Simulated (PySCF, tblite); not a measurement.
**CH6B2N radical: geometry, infrared bands and EPR parameters**

Wanted: the infrared bands and EPR parameters of CH6B2N radical (`BNB[CH2]`), by calculation.

Programs: tblite 0.8.0 and PySCF 2.14.0, with density-fitted response routines of our own. Each step states its level of theory. These are calculated values for one molecule in the gas phase, unless marked as measured. Atoms count from 0, in the outputs and in this text.

## Step 1: The molecule as given

10 atoms, charge 0, multiplicity 2; geometry from: force field or distance geometry start.

Bonds of the start (Å): B0–N1 1.53, N1–B2 1.51, B2–C3 1.57, B0–H4 1.18, B0–H5 1.18, N1–H6 1.05, B2–H7 1.20, C3–H8 1.13, C3–H9 1.10.

## Step 2: Optimising the geometry with GFN2-xTB

The job: settings as JSON, then the geometry in Å.

```
{"job": {"kind": "relax", "xc": "GFN2-xTB", "basis": "xTB"}, "charge": 0, "multiplicity": 2}
B      1.598200    -0.250900    -0.221200
N      0.705100     0.644600     0.646800
B     -0.579100     0.827900    -0.125300
C     -1.630800    -0.340700    -0.141000
H      2.764600    -0.073600    -0.270600
H      1.022400    -1.071000    -0.847400
H      0.478400     0.202900     1.567600
H     -0.462700     1.418100    -1.157900
H     -1.242300    -1.283100     0.337700
H     -2.644800    -0.069600     0.188800
```

Run with:

```bash
> OMP_NUM_THREADS=1 python probes_run.py task.json out
```

One launch serves the whole session: the jobs run in the order shown.

**Question.** This job is followed by: GFN2-xTB harmonic vibrations, gas phase; UKS B3LYP, pcH-1 on B C H N, non-relativistic, mean-field spin-orbit, GIAO. What will the session give for the following? strongest single infrared mode (GFN2-xTB); zero-point energy (GFN2-xTB); g(iso) (B3LYP); ⟨S²⟩; largest a(iso) (averaged by class); surface potential, 1st and 99th percentile.

The runs gave:

```
                                 quantity                  value
strongest single infrared mode (GFN2-xTB)  1402 cm⁻¹, 430 km/mol
             zero-point energy (GFN2-xTB)          46.0 kcal/mol
                           g(iso) (B3LYP)                2.00265
                                     ⟨S²⟩     0.753 (exact 0.75)
       largest a(iso) (averaged by class)    13C on C3, 59.0 MHz
    surface potential, 1st and 99th percentile     -0.44 V and 1.68 V
```

In words: Relaxing lowered the energy by 2.299 eV in 77 steps; the close pair that moved most is B0–N1, from 1.534 to 1.404 Å. No mode is imaginary among the 24: a minimum at this level. The strongest single mode, at 1402 cm⁻¹, has its largest shares on N1, B0, H6 and B2 (the list is cut at 4 atoms). Unscaled tight-binding wavenumbers are off by several per cent, some by more. Its intensities can rank the bands wrongly. Most of the unpaired spin sits on C3 (0.94 e). The isotropic g lies 0.3 ppt above the free-electron value.
